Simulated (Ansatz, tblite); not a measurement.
**B(OCMe2)Cl3 (C3H6BCl3O): removing an electron**

Aim: the energy of removing an electron for B(OCMe2)Cl3 (C3H6BCl3O), by energy differences, and how well orbital energies stand in for it.

Method: as each input shows; program: Ansatz 0.2.0, Gaussian basis.

Plan: charge +1 doublet, at the geometry of the singlet (PBE0-D4/def2-TZVP, PBE-D4/def2-TZVP, r2SCAN0-D4/def2-TZVP, CCSD(T)/def2-SVP); charge +1 doublet, relaxed (PBE0-D4/def2-TZVP, PBE-D4/def2-TZVP); the starting singlet's energies come from earlier runs.

2 further runs of the same task are left out: 2 set aside as unsound or not needed.

**1. The relaxed structure**

The singlet was relaxed beforehand with B3LYP-D4/def2-SVP.

14 atoms, charge 0, spin multiplicity 1.

Atoms are counted from 1 here; the program's logs count them from 0.

Bond lengths: B1–O2 1.593 Å, B1–Cl12 1.845 Å, B1–Cl13 1.845 Å, B1–Cl14 1.814 Å, O2–C3 1.246 Å, C3–C4 1.490 Å, C3–C5 1.483 Å, C4–H6 1.103 Å, C4–H7 1.104 Å, C4–H8 1.096 Å, C5–H9 1.103 Å, C5–H10 1.103 Å, C5–H11 1.096 Å. Angles: O2–B1–Cl12 106.1°, O2–B1–Cl13 106.1°, O2–B1–Cl14 103.9°, Cl12–B1–Cl13 113.3°, Cl12–B1–Cl14 113.2°, Cl13–B1–Cl14 113.2°, B1–O2–C3 131.5°, O2–C3–C4 116.8°, O2–C3–C5 123.2°, C4–C3–C5 120.0°, C3–C4–H6 109.3°, C3–C4–H7 109.0°, C3–C4–H8 111.1°, H6–C4–H7 106.4°, H6–C4–H8 110.6°, H7–C4–H8 110.3°, C3–C5–H9 108.3°, C3–C5–H10 108.2° and more.

**2. Charge +1 doublet at the fixed geometry, PBE0-D4/def2-TZVP**

in.yaml reads:

```yaml
crystal:
  periodic: [false, false, false]
  atoms:
    - {symbol: B, position_ang: [-0.382563, -1.170982, -1.750502]}
    - {symbol: O, position_ang: [-0.238639, -0.966249, -0.177220]}
    - {symbol: C, position_ang: [0.041655, 0.039395, 0.503153]}
    - {symbol: C, position_ang: [0.079287, -0.138530, 1.982254]}
    - {symbol: C, position_ang: [0.327386, 1.368377, -0.090723]}
    - {symbol: H, position_ang: [1.066298, 0.174875, 2.362060]}
    - {symbol: H, position_ang: [-0.661076, 0.537379, 2.443850]}
    - {symbol: H, position_ang: [-0.128676, -1.178368, 2.260971]}
    - {symbol: H, position_ang: [-0.533739, 1.662164, -0.714556]}
    - {symbol: H, position_ang: [1.164410, 1.256267, -0.800752]}
    - {symbol: H, position_ang: [0.547430, 2.123796, 0.672474]}
    - {symbol: Cl, position_ang: [1.262363, -0.750610, -2.472730]}
    - {symbol: Cl, position_ang: [-1.730126, -0.033075, -2.292813]}
    - {symbol: Cl, position_ang: [-0.814010, -2.924429, -1.925465]}
basis:
  gaussian: {orbitals: def2-TZVP}
total_charge: 1
magnetization: {spin_polarized: true, initial_magnetization: 1}
hamiltonian: {xc: pbe0, dispersion: d4}
scf: {omitted_lower_state_checks: [starts]}
output: {orbitals: {seedname: orbitals}}
```

Launch:

```bash
ansatz run in.yaml --threads 2 --pin off --events-out ev --progress --plain --max-ram 32768MiB --backend cuda --devices 0, --max-vram 18GiB
```

Output:

```text
Functional definition: PBE0
  name "PBE0"
  cite "Adamo & Barone, J. Chem. Phys. 110, 6158 (1999) doi:10.1063/1.478522"
  cite "Perdew, Burke & Ernzerhof, Phys. Rev. Lett. 77, 3865 (1996) doi:10.1103/PhysRevLett.77.3865"
  parent pbe
  parameter a = 0.25
  parameter kappa = 0.804
  parameter beta = 0.06672455060314922
  exchange = (1 - a)*pbe_x(kappa = kappa, mu = beta*pi^2/3) + a*exact_x
  correlation = pbe_c(beta = beta)
these checks for a lower state are left out or cut short: starts
1928 factors; their error is unknown
mean field evaluation 1: about -43466.3478 eV, gradient 5.3e1 eV
mean field evaluation 2: about -43445.0974 eV, gradient 8.3e1 eV
mean field evaluation 4: about -43477.8684 eV, gradient 6.3e0 eV
mean field evaluation 8: about -43478.0884 eV, gradient 2.1e-1 eV
mean field evaluation 16: about -43478.1982 eV, gradient 5.5e-3 eV
mean field evaluation 32: about -43478.1982 eV, gradient 2.7e-5 eV
mean field -43478.19823110 eV, -1597.7943144116 hartree, gradient 1.5e-5 eV, S^2 0.755105; 0 other end points of the search recorded, 0 dependent functions left out
reference -43478.19826622 eV, -1597.7943157023 hartree; 44, 43 occupied and 258, 259 virtual orbitals, 1928 factors
Total energy: -43478.56329445 eV, -1597.8077302424 hartree
Checks for a lower state left out: starts
```

Run time: 15 s. Hardware: 1 × H100 (card shared with other runs) with 2 threads of AMD EPYC 7R13, shared host; peak host memory 0.93 GiB.

HOMO -13.69 eV, LUMO -11.77 eV (over both spins); ⟨S²⟩ 0.755 (pure: 0.75).

**3. Charge +1 doublet at the fixed geometry, PBE-D4/def2-TZVP**

start.molden holds the orbitals of an earlier run on this state, given as this run's starting guess.

in.yaml, as its differences from that of step 2:

```diff
@@ -18,6 +18,6 @@
 basis:
-  gaussian: {orbitals: def2-TZVP}
+  gaussian: {orbitals: def2-TZVP, initial_orbitals: start.molden}
 total_charge: 1
 magnetization: {spin_polarized: true, initial_magnetization: 1}
-hamiltonian: {xc: pbe0, dispersion: d4}
+hamiltonian: {xc: pbe, dispersion: d4}
 scf: {omitted_lower_state_checks: [starts]}
```

Same command.

Output:

```text
Functional definition: PBE
  name "PBE"
  cite "Perdew, Burke & Ernzerhof, Phys. Rev. Lett. 77, 3865 (1996) doi:10.1103/PhysRevLett.77.3865"
  parent pbe
  parameter kappa = 0.804
  parameter beta = 0.06672455060314922
  exchange = pbe_x(kappa = kappa, mu = beta*pi^2/3)
  correlation = pbe_c(beta = beta)
these checks for a lower state are left out or cut short: starts
1892 factors; their error is unknown
mean field evaluation 1: about -43474.9525 eV, gradient 1.2e1 eV
mean field evaluation 2: about -43475.1357 eV, gradient 2.6e-1 eV
mean field evaluation 4: about -43475.1057 eV, gradient 3.6e-3 eV
mean field evaluation 8: about -43475.1057 eV, gradient 7.1e-6 eV
mean field -43475.10569621 eV, -1597.6806658507 hartree, gradient 7.1e-6 eV, S^2 0.751763; 0 other end points of the search recorded, 0 dependent functions left out
reference -43475.10574309 eV, -1597.6806675733 hartree; 44, 43 occupied and 258, 259 virtual orbitals, 1892 factors
Total energy: -43475.53138356 eV, -1597.6963095721 hartree
Checks for a lower state left out: starts
```

Wall time 10 s (1 × H100 (card shared with other runs) with 2 threads of AMD EPYC 7R13, shared host); peak host memory 0.88 GiB.

HOMO -12.36 eV, LUMO -12.15 eV (over both spins); ⟨S²⟩ 0.752 (pure: 0.75).

**4. Charge +1 doublet at the fixed geometry, r2SCAN0-D4/def2-TZVP**

in.yaml, as its differences from that of step 3:

```diff
@@ -21,3 +21,3 @@
 magnetization: {spin_polarized: true, initial_magnetization: 1}
-hamiltonian: {xc: pbe, dispersion: d4}
+hamiltonian: {xc: {name: r2SCAN0}, dispersion: d4}
 scf: {omitted_lower_state_checks: [starts]}
```

The command is unchanged.

Output, shortened:

```text
Functional definition: r2SCAN0
  name "r2SCAN0"
  cite "Bursch, Neugebauer, Ehlert & Grimme, J. Chem. Phys. 156, 134105 (2022) doi:10.1063/5.0086040"
  cite "Furness, Kaplan, Ning, Perdew & Sun, J. Phys. Chem. Lett. 11, 8208 (2020) doi:10.1021/acs.jpclett.0c02405"
  cite "Furness, Kaplan, Ning, Perdew & Sun, J. Phys. Chem. Lett. 11, 9248 (2020) doi:10.1021/acs.jpclett.0c03077"
  parent r2scan
[...]
1928 factors; their error is unknown
[...]
mean field -43490.70843181 eV, -1598.2540558080 hartree, gradient 1.8e-5 eV, S^2 0.757083; 0 other end points of the search recorded, 0 dependent functions left out
reference -43490.70844357 eV, -1598.2540562402 hartree; 44, 43 occupied and 258, 259 virtual orbitals, 1928 factors
Total energy: -43490.83875040 eV, -1598.2588449278 hartree
Checks for a lower state left out: starts
```

Wall time 15 s (1 × H100 (card shared with other runs) with 2 threads of AMD EPYC 7R13, shared host); peak host memory 0.97 GiB.

Report: HOMO -13.85 eV, LUMO -11.86 eV (over both spins); ⟨S²⟩ 0.757 (pure: 0.75).

**5. Charge +1 doublet at the fixed geometry, CCSD(T)/def2-SVP**

in.yaml, as its differences from that of step 4:

```diff
@@ -18,7 +18,7 @@
 basis:
-  gaussian: {orbitals: def2-TZVP, initial_orbitals: start.molden}
+  gaussian: {orbitals: def2-SVP, initial_orbitals: start.molden}
 total_charge: 1
 magnetization: {spin_polarized: true, initial_magnetization: 1}
-hamiltonian: {xc: {name: r2SCAN0}, dispersion: d4}
-scf: {omitted_lower_state_checks: [starts]}
+correlation: {method: ccsd_t}
+scf: {omitted_lower_state_checks: [starts, cluster_reference]}
 output: {orbitals: {seedname: orbitals}}
```

Launched as before.

Output, shortened:

```text
Functional definition: HF
  name "HF"
  cite "Fock, Z. Phys. 61, 126 (1930) doi:10.1007/BF01340294"
  parent pbe
[...]
1506 factors; integrals over basis functions are off by at most 1.2e-3 eV
[...]
mean field -43384.12786331 eV, -1594.3372921586 hartree, gradient 2.6e-6 eV, S^2 0.758873; 0 other end points of the search recorded, 0 dependent functions left out
20 core orbitals not correlated: weight in the atoms' cores, before any rotation towards them, 1.000 or more for the frozen orbitals, at most 0.000 for the correlated occupied ones
reference -43384.12786331 eV, -1594.3372921586 hartree; 24, 23 occupied and 110, 111 virtual orbitals, 1506 factors
second order -28.87700810 eV of doubles, -0.00000000 eV of singles
cycle   1  -30.09967218 eV  change    -1.2e0 eV  update   1.4e-1
[...]
cycle  18  -31.17665936 eV  change   -1.0e-5 eV  update   5.3e-5
perturbative correction -1.00985768 eV, -0.0371115854 hartree
Total energy: -43416.31438035 eV, -1595.5201248432 hartree
Checks for a lower state left out: starts, cluster_reference
```

Wall time 11 s (1 × H100 (card shared with other runs) with 2 threads of AMD EPYC 7R13, shared host); peak host memory 0.8 GiB.

Hartree-Fock HOMO -16.14 eV, LUMO -8.10 eV (over both spins); ⟨S²⟩ 0.759 (pure: 0.75); T1 0.045. Doubts: large T1 diagnostic.

**6. Vertical ionisation energy**

Charged state less starting state, singlet to doublet; the starting state's energies are those of its earlier runs.

| level | vertical ionisation energy (eV) | time |
| --- | --- | --- |
| HF/def2-SVP† | +9.56 |  |
| PBE-D4/def2-TZVP | +9.32 | 20 s |
| PBE0-D4/def2-TZVP | +9.82 | 24 s |
| r2SCAN0-D4/def2-TZVP | +9.96 | 27 s |
| MP2/def2-SVP† | +10.25 |  |
| CCSD/def2-SVP† | +9.93 |  |
| CCSD(T)/def2-SVP† | +9.85 | 20 s |

Times add the two runs; a level without a time comes out of a correlated run. † marks a level with a doubtful state (flagged, unstable, out of aufbau order, or strongly spin-contaminated); such levels are left out of the summary. CCSD(T)/def2-SVP is no safe reference here (large T1 diagnostic).

Beside −ε(HOMO) of the starting state:

| level | −ε(HOMO) (eV) | by difference (eV) | mismatch (eV) |
| --- | --- | --- | --- |
| PBE-D4/def2-TZVP | 6.43 | 9.32 | -2.89 |
| PBE0-D4/def2-TZVP | 7.80 | 9.82 | -2.01 |
| r2SCAN0-D4/def2-TZVP | 8.02 | 9.96 | -1.93 |

**7. Relaxing the charge +1 doublet**

in.yaml, as its differences from that of step 5:

```diff
@@ -18,7 +18,8 @@
 basis:
-  gaussian: {orbitals: def2-SVP, initial_orbitals: start.molden}
+  gaussian: {orbitals: def2-SVP}
 total_charge: 1
 magnetization: {spin_polarized: true, initial_magnetization: 1}
-correlation: {method: ccsd_t}
-scf: {omitted_lower_state_checks: [starts, cluster_reference]}
+hamiltonian: {xc: {name: B3LYP}, dispersion: d4}
+scf: {lower_state_search: "off"}
 output: {orbitals: {seedname: orbitals}}
+relax: {f_tol: 0.02, max_steps: 100}
```

Launch:

```bash
ansatz run in.yaml --threads 2 --pin off --events-out ev --progress --plain --max-ram 32768MiB --backend cpu
```

Output, shortened:

```text
Functional definition: B3LYP
  name "B3LYP"
  cite "Stephens, Devlin, Chabalowski & Frisch, J. Phys. Chem. 98, 11623 (1994) doi:10.1021/j100096a001"
  cite "Becke, Phys. Rev. A 38, 3098 (1988) doi:10.1103/PhysRevA.38.3098"
  cite "Lee, Yang & Parr, Phys. Rev. B 37, 785 (1988) doi:10.1103/PhysRevB.37.785"
  cite "Vosko, Wilk & Nusair, Can. J. Phys. 58, 1200 (1980) doi:10.1139/p80-159"
[...]
1659 factors; integrals over basis functions are off by at most 3.1e-4 eV
[...]
mean field -43479.56197929 eV, -1597.8444312333 hartree, gradient 3.2e-6 eV, S^2 0.753024; 0 other end points of the search recorded, 0 dependent functions left out
[...]
reference -43479.56227736 eV, -1597.8444421873 hartree; 44, 43 occupied and 110, 111 virtual orbitals, 1659 factors
[...]
Atom 6 at    -0.646215     0.535970     2.447673 Å, force     0.000650    -0.000147     0.000558 eV/Å
Atom 7 at    -0.144424    -1.192579     2.238485 Å, force    -0.000034     0.000062    -0.000432 eV/Å
Atom 8 at    -0.525445     1.727018    -0.678400 Å, force    -0.000199    -0.000127    -0.000128 eV/Å
Atom 9 at     1.189690     1.319943    -0.758916 Å, force    -0.000623    -0.000137    -0.000219 eV/Å
Atom 10 at     0.547528     2.145645     0.707259 Å, force    -0.000210    -0.000279    -0.000149 eV/Å
Atom 11 at     1.224835    -0.873199    -2.536151 Å, force    -0.001130     0.001031     0.000129 eV/Å
Atom 12 at    -1.758215    -0.163464    -2.362782 Å, force    -0.001221    -0.002161    -0.001317 eV/Å
Atom 13 at    -0.809617    -2.906396    -1.951107 Å, force    -0.003179     0.001246    -0.000399 eV/Å
Dipole moment:     0.201567     0.602454     1.044743 e Å
Checks for a lower state left out: stability, starts, cluster_reference, orbital_swaps, neighbouring_geometries, increment
```

It took 73 s on 2 threads of AMD EPYC 7R13, shared host; peak memory 0.66 GiB.

Relaxation path: (the energy doesn't fall at every step)

| step | energy from step 1 (eV) | largest force component (eV/Å) |
| --- | --- | --- |
| 1 | 0.0000 | 1.4590 |
| 2 | -0.1248 | 1.4081 |
| 3 | -0.1728 | 0.7848 |
| 4 | 0.0910 | 3.4657 |
| 5 | -0.1967 | 0.3178 |
| 6 | -0.2002 | 0.1874 |
| 7 | -0.1995 | 0.1160 |
| 8 | -0.2022 | 0.0262 |
| 9 | -0.2022 | 0.0258 |
| 10 | -0.2022 | 0.0353 |
| 11 | -0.2023 | 0.0064 |

Distances of close pairs at the start and the end, largest changes first:

| bond | before (Å) | after (Å) | change (Å) |
| --- | --- | --- | --- |
| B1–O2 | 1.593 | 1.493 | -0.100 |
| B1–Cl14 | 1.814 | 1.855 | +0.040 |
| B1–Cl12 | 1.845 | 1.824 | -0.021 |
| O2–C3 | 1.246 | 1.267 | +0.021 |
| B1–Cl13 | 1.845 | 1.825 | -0.020 |
| C3–C4 | 1.490 | 1.474 | -0.016 |
| C4–H6 | 1.103 | 1.106 | +0.003 |
| C3–C5 | 1.483 | 1.481 | -0.002 |

**8. Charge +1 doublet, PBE0-D4/def2-TZVP**

in.yaml reads:

```yaml
crystal:
  periodic: [false, false, false]
  atoms:
    - {symbol: B, position_ang: [-0.366045, -1.126055, -1.680069]}
    - {symbol: O, position_ang: [-0.235019, -0.934819, -0.205347]}
    - {symbol: C, position_ang: [0.047138, 0.068188, 0.514880]}
    - {symbol: C, position_ang: [0.076629, -0.152651, 1.971714]}
    - {symbol: C, position_ang: [0.333185, 1.399886, -0.066586]}
    - {symbol: H, position_ang: [1.065977, 0.152523, 2.359348]}
    - {symbol: H, position_ang: [-0.646215, 0.535970, 2.447673]}
    - {symbol: H, position_ang: [-0.144424, -1.192579, 2.238485]}
    - {symbol: H, position_ang: [-0.525445, 1.727018, -0.678400]}
    - {symbol: H, position_ang: [1.189690, 1.319943, -0.758916]}
    - {symbol: H, position_ang: [0.547528, 2.145645, 0.707259]}
    - {symbol: Cl, position_ang: [1.224835, -0.873199, -2.536151]}
    - {symbol: Cl, position_ang: [-1.758215, -0.163464, -2.362782]}
    - {symbol: Cl, position_ang: [-0.809617, -2.906396, -1.951107]}
basis:
  gaussian: {orbitals: def2-TZVP, initial_orbitals: start.molden}
total_charge: 1
magnetization: {spin_polarized: true, initial_magnetization: 1}
hamiltonian: {xc: pbe0, dispersion: d4}
scf: {omitted_lower_state_checks: [starts]}
output: {orbitals: {seedname: orbitals}}
```

Launch:

```bash
ansatz run in.yaml --threads 2 --pin off --events-out ev --progress --plain --max-ram 32768MiB --backend cuda --devices 0, --max-vram 18GiB
```

Output:

```text
Functional definition: PBE0
  name "PBE0"
  cite "Adamo & Barone, J. Chem. Phys. 110, 6158 (1999) doi:10.1063/1.478522"
  cite "Perdew, Burke & Ernzerhof, Phys. Rev. Lett. 77, 3865 (1996) doi:10.1103/PhysRevLett.77.3865"
  parent pbe
  parameter a = 0.25
  parameter kappa = 0.804
  parameter beta = 0.06672455060314922
  exchange = (1 - a)*pbe_x(kappa = kappa, mu = beta*pi^2/3) + a*exact_x
  correlation = pbe_c(beta = beta)
these checks for a lower state are left out or cut short: starts
1928 factors; their error is unknown
mean field evaluation 1: about -43473.0686 eV, gradient 1.5e2 eV
mean field evaluation 2: about -43478.2243 eV, gradient 5.3e0 eV
mean field evaluation 4: about -43478.4408 eV, gradient 3.6e-1 eV
mean field evaluation 8: about -43478.4416 eV, gradient 1.1e-4 eV
mean field -43478.44158650 eV, -1597.8032575575 hartree, gradient 1.7e-5 eV, S^2 0.754938; 0 other end points of the search recorded, 0 dependent functions left out
reference -43478.44162162 eV, -1597.8032588484 hartree; 44, 43 occupied and 258, 259 virtual orbitals, 1928 factors
Total energy: -43478.80394913 eV, -1597.8165741387 hartree
Checks for a lower state left out: starts
```

Wall time 20 s (1 × H100 (card shared with other runs) with 2 threads of AMD EPYC 7R13, shared host); peak host memory 0.89 GiB.

HOMO -13.32 eV, LUMO -11.37 eV (over both spins); ⟨S²⟩ 0.755 (pure: 0.75).

**9. Charge +1 doublet, PBE-D4/def2-TZVP**

in.yaml, as its differences from that of step 8:

```diff
@@ -21,3 +21,3 @@
 magnetization: {spin_polarized: true, initial_magnetization: 1}
-hamiltonian: {xc: pbe0, dispersion: d4}
+hamiltonian: {xc: pbe, dispersion: d4}
 scf: {omitted_lower_state_checks: [starts]}
```

The command is unchanged.

Output:

```text
Functional definition: PBE
  name "PBE"
  cite "Perdew, Burke & Ernzerhof, Phys. Rev. Lett. 77, 3865 (1996) doi:10.1103/PhysRevLett.77.3865"
  parent pbe
  parameter kappa = 0.804
  parameter beta = 0.06672455060314922
  exchange = pbe_x(kappa = kappa, mu = beta*pi^2/3)
  correlation = pbe_c(beta = beta)
these checks for a lower state are left out or cut short: starts
1892 factors; their error is unknown
mean field evaluation 1: about -43475.1183 eV, gradient 1.2e1 eV
mean field evaluation 2: about -43475.3133 eV, gradient 3.2e-1 eV
mean field evaluation 4: about -43475.2814 eV, gradient 1.8e-2 eV
mean field evaluation 8: about -43475.2814 eV, gradient 2.5e-5 eV
mean field -43475.28138087 eV, -1597.6871221428 hartree, gradient 2.5e-5 eV, S^2 0.751798; 0 other end points of the search recorded, 0 dependent functions left out
reference -43475.28142773 eV, -1597.6871238650 hartree; 44, 43 occupied and 258, 259 virtual orbitals, 1892 factors
Total energy: -43475.70385630 eV, -1597.7026478287 hartree
Checks for a lower state left out: starts
```

It took 13 s on 1 × H100 (card shared with other runs) with 2 threads of AMD EPYC 7R13, shared host; peak host memory 0.88 GiB.

HOMO -12.12 eV, LUMO -11.82 eV (over both spins); ⟨S²⟩ 0.752 (pure: 0.75).

**10. Fields of the charge +1 doublet**

The fields below are evaluated on a grid from the run's orbitals.

Frontier orbitals at PBE0-D4/def2-TZVP (alpha spin), with the share of their density that lies nearest to each atom:

| orbital | energy (eV) | lies on |
| --- | --- | --- |
| HOMO | -13.75 | Cl12, Cl13 about 48 % each |
| LUMO | -7.22 | C3 53 %; O2 18 % |

ELF in a plane through or near 8 of the atoms.

Ten even steps from ' ' (0.00) to '@' (1.00):
```
                                                        
                                                        
                                                        
                                  ....                  
                          ......--**%%##..              
                        ::++++++%%@@@@@@%%              
                        --##==..@@@@@@@@**              
                        ::++::::##@@@@##..              
              ..::::      --%%%%**--                    
            ..::--::::--::--++++++--......              
            ..::++==**%%####==++%%##==**==..            
      ..::--==++....##%%::******@@==--****::            
    ==##%%%%##%%%%----##%%%%--::**========..            
  ..++%%@@****::%%==  --%%##  ::@@@@@@**::              
    ==##%%++==--%%**    ----  ==@@@@@@%%::              
    ..==**%%%%@@%%**..        ==@@@@@@%%::              
      ..--++##%%##++..        ..##@@%%==                
          ::--==--::              ..                    
                                                        
                                                        
```
The map spans 11.3 Å across and 9.2 Å up, centred on the molecule. Atoms in the plane (x, y in Å): B1 (-2.0, -0.4), O2 (-0.6, -0.8), C3 (0.5, -0.1), C4 (1.7, -0.9), C5 (0.5, 1.3), H8 (1.5, -2.0), H11 (1.6, 1.7), Cl14 (-3.0, -1.9).

The spin density lies nearest to Cl14 48 %; Cl12, Cl13 about 25 % each.

**11. Adiabatic ionisation energy**

Charged state less starting state, singlet to doublet; the starting state's energies are those of its earlier runs.

| level | adiabatic ionisation energy (eV) | time |
| --- | --- | --- |
| PBE-D4/def2-TZVP | +9.15 | 23 s |
| PBE0-D4/def2-TZVP | +9.58 | 29 s |

Times add the two runs; a level without a time comes out of a correlated run.

**12. What came out**

```
                                             quantity                                  value
 vertical ionisation energy, functionals in def2-TZVP  9.32 (PBE-D4) to 9.96 eV (r2SCAN0-D4)
adiabatic ionisation energy, functionals in def2-TZVP     9.15 (PBE-D4) to 9.58 eV (PBE0-D4)
      relaxation of the cation side, PBE-D4/def2-TZVP                                0.17 eV
```

The vertical ionisation energy spans 9.32 to 9.96 eV over the functionals. −ε(HOMO) misses the level's own difference by -1.93 eV at best (r2SCAN0-D4) and -2.89 eV at worst (PBE-D4). The adiabatic ionisation energy spans 9.15 to 9.58 eV over the functionals. Relaxing the oxidised state gains 0.17 eV at PBE-D4/def2-TZVP.
